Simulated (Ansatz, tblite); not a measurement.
# Trans-NiH2(NH3)2 (NiN2H8): charged states by level of theory

An exercise on one series of results from a longer session: the logs are not shown, and one member is left open.

Computed with Ansatz 0.2.0, Gaussian basis. Level: as each input shows.

Levels to be run: charge +1 doublet, at the geometry of the singlet (PBE0-D4/def2-TZVP, PBE-D4/def2-TZVP, r2SCAN-D4/def2-TZVP, HSE06-D4/def2-TZVP, r2SCAN0-D4/def2-TZVP, B3LYP-D4/def2-TZVP, revPBE-D4/def2-TZVP, ωB97M-V/def2-TZVP, CCSD(T)/def2-TZVP); charge +1 doublet, relaxed (PBE0-D4/def2-TZVP, PBE-D4/def2-TZVP); charge -1 doublet, at the geometry of the singlet (PBE0-D4/def2-TZVPD, PBE-D4/def2-TZVPD, r2SCAN-D4/def2-TZVPD); the starting singlet's energies come from earlier runs.

16 further runs of the same task are left out: 16 that didn't finish.

### The geometry

The singlet was relaxed beforehand with B3LYP-D4/def2-SVP.

11 atoms, charge 0, spin multiplicity 1.

Atoms are counted from 1 here; the program's logs count them from 0.

Bond lengths: Ni1–H2 1.563 Å, Ni1–N3 1.921 Å, Ni1–H7 1.563 Å, Ni1–N8 1.921 Å, N3–H4 1.020 Å, N3–H5 1.022 Å, N3–H6 1.023 Å, N8–H9 1.022 Å, N8–H10 1.023 Å, N8–H11 1.020 Å. Angles: H2–Ni1–N3 88.5°, H2–Ni1–H7 179.7°, H2–Ni1–N8 91.5°, N3–Ni1–H7 91.5°, N3–Ni1–N8 179.9°, H7–Ni1–N8 88.5°, Ni1–N3–H4 114.2°, Ni1–N3–H5 109.9°, Ni1–N3–H6 109.5°, H4–N3–H5 108.5°, H4–N3–H6 108.3°, H5–N3–H6 106.1°, Ni1–N8–H9 109.8°, Ni1–N8–H10 109.6°, Ni1–N8–H11 114.2°, H9–N8–H10 106.1°, H9–N8–H11 108.5°, H10–N8–H11 108.3°.

Coordinates:

```
Ni    0.0008    0.0000   -0.0030
H     1.5199    0.0604    0.3596
N    -0.0223    1.9207   -0.0134
H    -0.9233    2.3261   -0.2668
H     0.6856    2.2733   -0.6611
H     0.2390    2.2706    0.9112
H    -1.5200   -0.0602   -0.3586
N     0.0233   -1.9208    0.0096
H    -0.3097   -2.2766   -0.8891
H    -0.6331   -2.2672    0.7130
H     0.9398   -2.3264    0.1985
```

Formally the metal is d8. No spin-orbit coupling is included.

The first run:

The input, in.yaml:

```yaml
crystal:
  periodic: [false, false, false]
  atoms:
    - {symbol: Ni, position_ang: [0.000753, -0.000012, -0.002956]}
    - {symbol: H, position_ang: [1.519919, 0.060407, 0.359628]}
    - {symbol: N, position_ang: [-0.022344, 1.920730, -0.013357]}
    - {symbol: H, position_ang: [-0.923263, 2.326148, -0.266841]}
    - {symbol: H, position_ang: [0.685649, 2.273329, -0.661070]}
    - {symbol: H, position_ang: [0.239048, 2.270624, 0.911244]}
    - {symbol: H, position_ang: [-1.520046, -0.060207, -0.358605]}
    - {symbol: N, position_ang: [0.023287, -1.920766, 0.009580]}
    - {symbol: H, position_ang: [-0.309681, -2.276630, -0.889074]}
    - {symbol: H, position_ang: [-0.633134, -2.267220, 0.712964]}
    - {symbol: H, position_ang: [0.939812, -2.326414, 0.198488]}
basis:
  gaussian: {orbitals: def2-SVP}
total_charge: 1
magnetization: {spin_polarized: true, initial_magnetization: 1}
hamiltonian: {xc: pbe0, dispersion: d4}
output: {orbitals: {seedname: orbitals}}
```

Run with:

```bash
$ ansatz run in.yaml --threads 2 --pin off --events-out ev --progress --plain --max-ram 4352MiB
```

Among the steps run: Charge +1 doublet at the fixed geometry, first pass, PBE0-D4/def2-SVP; Charge +1 doublet at the fixed geometry, PBE0-D4/def2-TZVP; Charge +1 doublet at the fixed geometry, PBE-D4/def2-TZVP; Charge +1 doublet at the fixed geometry, r2SCAN-D4/def2-TZVP; Charge +1 doublet at the fixed geometry, HSE06-D4/def2-TZVP; Charge +1 doublet at the fixed geometry, r2SCAN0-D4/def2-TZVP; Charge +1 doublet at the fixed geometry, B3LYP-D4/def2-TZVP; Charge +1 doublet at the fixed geometry, revPBE-D4/def2-TZVP; Charge +1 doublet at the fixed geometry, ωB97M-V/def2-TZVP; Charge +1 doublet at the fixed geometry, CCSD(T)/def2-TZVP.

One table of the session follows, with a row left open; its other results are not shown here.

It belongs to the step «Vertical ionisation energy». Beside −ε(HOMO) of the starting state:

```
               level  −ε(HOMO) (eV)  by difference (eV)  mismatch (eV)
    PBE-D4/def2-TZVP           3.24                7.01          -3.77
 revPBE-D4/def2-TZVP           3.16                6.99          -3.83
 r2SCAN-D4/def2-TZVP           3.33                6.70          -3.38
  B3LYP-D4/def2-TZVP           4.87                6.93          -2.06
   PBE0-D4/def2-TZVP           5.19                6.68          -1.50
r2SCAN0-D4/def2-TZVP           5.36                6.45          -1.09
  HSE06-D4/def2-TZVP           4.77                6.67          -1.90
   ωB97M-V/def2-TZVP              ?                   ?              ?
```

Q: Estimate the row for ωB97M-V/def2-TZVP from the others.

The run gave: −ε(HOMO) (eV): 7.39; by difference (eV): 6.85; mismatch (eV): +0.55. In the column «−ε(HOMO) (eV)» it is the highest.

To keep in mind: CCSD(T)/def2-TZVP is no safe reference here (restricted state is unstable towards broken spin symmetry, spin contamination).
